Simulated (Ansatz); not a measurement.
# Rb2NaSbF6, space group Fm-3m: an SCF with some post-processing

Program: Ansatz 0.2.0, Python API.

Input file `POSCAR`:
```text
Rb2NaSbF6
1.0
   0.00000000    4.53181700    4.53181700
   4.53181700    0.00000000    4.53181700
   4.53181700    4.53181700    0.00000000
Rb Na Sb F
2 1 1 6
Direct
   0.75000000    0.75000000    0.75000000
   0.25000000    0.25000000    0.25000000
   0.50000000    0.50000000    0.50000000
   0.00000000    0.00000000    0.00000000
   0.75629800    0.24370200    0.24370200
   0.24370200    0.24370200    0.75629800
   0.24370200    0.75629800    0.75629800
   0.24370200    0.75629800    0.24370200
   0.75629800    0.24370200    0.75629800
   0.75629800    0.75629800    0.24370200
```

Interactive session:
```pycon
>>> from pathlib import Path
>>> import ansatz
>>> from ase.io import read
>>> from ase.io.cube import read_cube_data
>>> from ase.units import Bohr
>>> import matplotlib.pyplot as plt
>>> import numpy as np
>>> FUNCTIONAL = "pbesol"
>>> CUTOFF_EV = 510
>>> K_LENGTH = 16
>>> WIDTH_EV = 0.01
>>> atoms = read("POSCAR", format="vasp")
>>> rb2nasbf6 = ansatz.Crystal.from_ase(atoms)
>>> [site.symbol for site in rb2nasbf6.resolved().sites]
['Rb', 'Rb', 'Na', 'Sb', 'F', 'F', 'F', 'F', 'F', 'F']
>>> calc = (
...     rb2nasbf6.calculation()
...     .functional(FUNCTIONAL)
...     .basis(CUTOFF_EV)
...     .kpoints(length=K_LENGTH)
...     .occupations(ansatz.OccupationsMethod.FERMI_DIRAC, width=WIDTH_EV)
...     .density()
...     .output_files(volumetric_format="cube")
...     .density_of_states(energy_step=0.1, method="smearing", broadening_width=0.1)
...     .populations()
... )
>>> session = calc.session()
>>> planned = session.plan(threads=1)
>>> out = planned.execute()

>>> rep = out.report
>>> rep["free_energy_ev"]
-19129.781518853793
>>> out.unlabelled_reasons
['no_forces']
>>> {key: value for key, value in rep.items() if isinstance(value, (int, float)) and "ev" in key}
{'gap_by_band_count_ev': 4.111671970648106, 'fermi_energy_ev': 5.759520028913585, 'harris_foulkes_ev': -19129.78151884774, 'free_energy_ev': -19129.781518853793, 'internal_energy_ev': -19129.781518853793, 'lagrangian_ev': -19129.781518853793, 'energy_sigma0_ev': -19129.781518853793, 'lagrangian_sigma0_ev': -19129.781518853793, 'lagrangian_above_aufbau_ev': -4.697182453789572e-14, 'entropy_ts_ev': 1.5599313322010923e-89, 'loop_fermi_energy_ev': 5.7595200289025446, 'occupations_fermi_energy_ev': 5.759520028913585}
>>> print("%-22s %14.5f eV" % ("F = E - TS", rep["free_energy_ev"]))
F = E - TS               -19129.78152 eV
>>> print("%-22s %14.5f eV" % ("E", rep["internal_energy_ev"]))
E                        -19129.78152 eV
>>> print("%-22s %14.5f eV" % ("Harris-Foulkes", rep["harris_foulkes_ev"]))
Harris-Foulkes           -19129.78152 eV
>>> print("%-22s %14.5f eV" % ("Fermi level", rep["fermi_energy_ev"]))
Fermi level                   5.75952 eV
>>> print(calc.to_python())
(
    az.Lattice.of(((0.0, 4.531817, 4.531817), (4.531817, 0.0, 4.531817), (4.531817, 4.531817, 0.0)))
    .atom("Rb", (0.75, 0.75, 0.75))
    .atom("Rb", (0.25, 0.25, 0.25))
    .atom("Na", (0.5, 0.5, 0.5))
    .atom("Sb", (0.0, 0.0, 0.0))
    .atom("F", (0.756298, 0.243702, 0.243702))
    .atom("F", (0.243702, 0.243702, 0.756298))
    .atom("F", (0.243702, 0.756298, 0.756298))
    .atom("F", (0.243702, 0.756298, 0.243702))
    .atom("F", (0.756298, 0.243702, 0.756298))
    .atom("F", (0.756298, 0.756298, 0.243702))
    .calculation()
    .basis(cutoff=510.0)
    .kpoints(3, 3, 3)
    .functional("pbesol")
    .occupations(method="fermi_dirac", width=0.01)
    .density()
    .output_files(volumetric_format="cube")
    .populations()
    .density_of_states(energy_step=0.1, method="smearing", broadening_width=0.1)
)
>>> field = sum(channel.density_e_per_ang3 for channel in out.density().channels[:2])
>>> fig, ax = plt.subplots(figsize=(4, 3.4))
>>> shown = ax.imshow(np.log10(np.clip(field[:, :, 0].T, 1e-3, None)), origin="lower", extent=(0, 1, 0, 1))
>>> fig.colorbar(shown, label="log10 density (e/A^3)")
<matplotlib.colorbar.Colorbar object at 0x...>
>>> ax.set(xlabel="fraction of grid vector 1", ylabel="fraction of grid vector 2")
[Text(0.5, 0, 'fraction of grid vector 1'), Text(0, 0.5, 'fraction of grid vector 2')]
>>> fig.savefig("density_plane.png", dpi=100)
>>> print(f"plane through the origin: {field[:, :, 0].min():.4f} to {field[:, :, 0].max():.4f} e/A^3")
plane through the origin: 0.0079 to 22.9798 e/A^3
>>> # cube files hold the density in electrons per cubic bohr
>>> folder = Path(out.write_results("cubes"))
>>> print("\n".join((folder / "rho.cube").read_text().splitlines()[: 6 + 6]))
ansatz rho
values in e/bohr^3 (x slowest, z fastest)
   10    0.000000    0.000000    0.000000
   48    0.000000    0.178414    0.178414
   48    0.178414    0.000000    0.178414
   48    0.178414    0.178414    0.000000
   37   37.000000   12.845839   12.845839   12.845839
   37   37.000000    4.281946    4.281946    4.281946
   11   11.000000    8.563893    8.563893    8.563893
   51   51.000000    0.000000    0.000000    0.000000
    9    9.000000    4.174076    8.563893    8.563893
    9    9.000000    8.563893    8.563893    4.174076
>>> values, cube_atoms = read_cube_data(str(folder / "rho.cube"))
>>> print("electrons from the file:", round(values.mean() * cube_atoms.get_volume() / Bohr ** 3, 3))
electrons from the file: 83.999
>>> dos = out.density_of_states()
>>> energy = np.asarray(dos.energies_ev) - dos.fermi_ev
>>> states, count = np.asarray(dos.spin_summed_g_bin_mean_per_ev), np.asarray(dos.spin_summed_integrated)
>>> g_fermi = float(np.interp(0.0, energy, states))
>>> print(f"g(E_F) = {g_fermi:.3f} states/eV per cell")
g(E_F) = 0.000 states/eV per cell
>>> for low, high in ((-10, -6), (-6, -3), (-3, 0), (0, 3)):
...     print(f"states between {low} and {high} eV: {np.interp(high, energy, count) - np.interp(low, energy, count):.3f}")
...
states between -10 and -6 eV: 6.001
states between -6 and -3 eV: 27.999
states between -3 and 0 eV: 2.000
states between 0 and 3 eV: 5.952
>>> files = Path(out.write_results("tables"))
>>> print((files / "populations.tsv").read_text())
# site	symbol	l	j	q
# orbitals = lowdin
# n_electrons = 84.000000
# spilling = 0.003958
0	Rb	0_4S	-	1.970940
0	Rb	0_5S	-	0.221599
0	Rb	1_4P	-	5.973291
1	Rb	0_4S	-	1.970940
1	Rb	0_5S	-	0.221599
1	Rb	1_4P	-	5.973291
2	Na	0_2S	-	1.988641
2	Na	0_3S	-	0.240034
2	Na	1_2P	-	5.997605
3	Sb	0_5S	-	1.892860
3	Sb	1_5P	-	1.457948
3	Sb	2_4D	-	9.999342
4	F	0_2S	-	1.927065
4	F	1_2P	-	5.699512
5	F	0_2S	-	1.927065
5	F	1_2P	-	5.699512
6	F	0_2S	-	1.927065
6	F	1_2P	-	5.699512
7	F	0_2S	-	1.927065
7	F	1_2P	-	5.699512
8	F	0_2S	-	1.927065
8	F	1_2P	-	5.699512
9	F	0_2S	-	1.927065
9	F	1_2P	-	5.699512
```

Absolute energies stand on the zero of these potentials, so only differences at equal settings mean something. A total without «per atom» is that of the cell as typed. Along an axis with an odd division the mesh misses the point at one half; a gap read on a finite mesh is an upper bound on this functional's gap. Semilocal gaps usually lie well under measured ones. Only differences from the Fermi energy are physical; the zero of the scale is a convention. In a crystal with a gap the Fermi level's place inside it depends on smearing and mesh. The crystal has a gap of about 4.11 eV on the mesh; any density of states at or just above the Fermi level is the tail of the broadening. The fields are valence quantities on the plane-wave grid; their values near the nuclei depend on the potentials. The structure comes from a database of computed cells and needn't be a stable or known phase. Levels are Kohn-Sham eigenvalues on this mesh, without spin-orbit coupling. The computed bands are complete only to about 6.4 eV above the Fermi level; beyond that the density of states is undercounted. Hardware and time: 4.7 s on 1 thread of Arm Neoverse V2, with other jobs on the host, peak memory 0.59 GiB.

(Lines on the test bed's own set-up are left out of the output.)
